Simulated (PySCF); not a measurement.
# H3O3Pb (Pb(OH)3+): the cost of one run

The runs use PySCF 2.14.0; PBE0, Pb def2-SVP with ECP60, O def2-SVP, H def2-SVP; scalar-relativistic core potentials, no spin–orbit coupling.

1 further run of the same task is left out (for a known fault of the program).

### 1 The system as given

7 atoms, charge 1, spin multiplicity 1.

Bond lengths: Pb1–O2 2.032 Å, Pb1–O4 2.032 Å, Pb1–O6 2.032 Å, O2–H3 0.976 Å, O4–H5 0.976 Å, O6–H7 0.976 Å. Angles: O2–Pb1–O4 120.0°, O2–Pb1–O6 120.0°, O4–Pb1–O6 120.0°, Pb1–O2–H3 111.0°, Pb1–O4–H5 111.0°, Pb1–O6–H7 111.0°.

As a file:

```xyz
7
charge 1, multiplicity 1
Pb    0.00000    0.00000    0.12022
O     2.00309    0.33897    0.12031
H     2.49951   -0.50157    0.12054
O    -1.29510    1.56524    0.12031
H    -0.81539    2.41543    0.12054
O    -0.70799   -1.90421    0.12031
H    -1.68413   -1.91386    0.12054
```

Formal oxidation states: Pb +4. An earlier session relaxed this geometry at PBE0, Pb def2-SVP with ECP60, O def2-SVP, H def2-SVP (singlet, point group C3h).

Its energy there is -419.573430 Eh.

### 2 One electron removed, multiplicity 2

File run.py (the lines that set the calculation):

```python
mol = gto.M(atom='''
Pb     0.00000     0.00000     0.12022
O      2.00309     0.33897     0.12031
H      2.49951    -0.50157     0.12054
O     -1.29510     1.56524     0.12031
H     -0.81539     2.41543     0.12054
O     -0.70799    -1.90421     0.12031
H     -1.68413    -1.91386     0.12054''',
    basis={'Pb': 'def2-SVP', 'O': 'def2-SVP', 'H': 'def2-SVP'},
    ecp={'Pb': 'def2-SVP'},
    charge=2, spin=1)
mf = dft.UKS(mol, xc='PBE0')
mf.grids.atom_grid = (50, 194)
mf = mf.density_fit()  # fitting sets: Pb def2-universal-JKFIT, O def2-universal-JKFIT, H def2-universal-JKFIT
mf.conv_tol = 1e-08; mf.max_cycle = 55
mf.kernel(dm0)  # dm0: the density of the relaxed state
```

Command:

```
$ OMP_NUM_THREADS=2 python run.py
```

**Question.** How long does this run take on 2 threads of Arm Neoverse V2, shared host?

About 3.7 s.
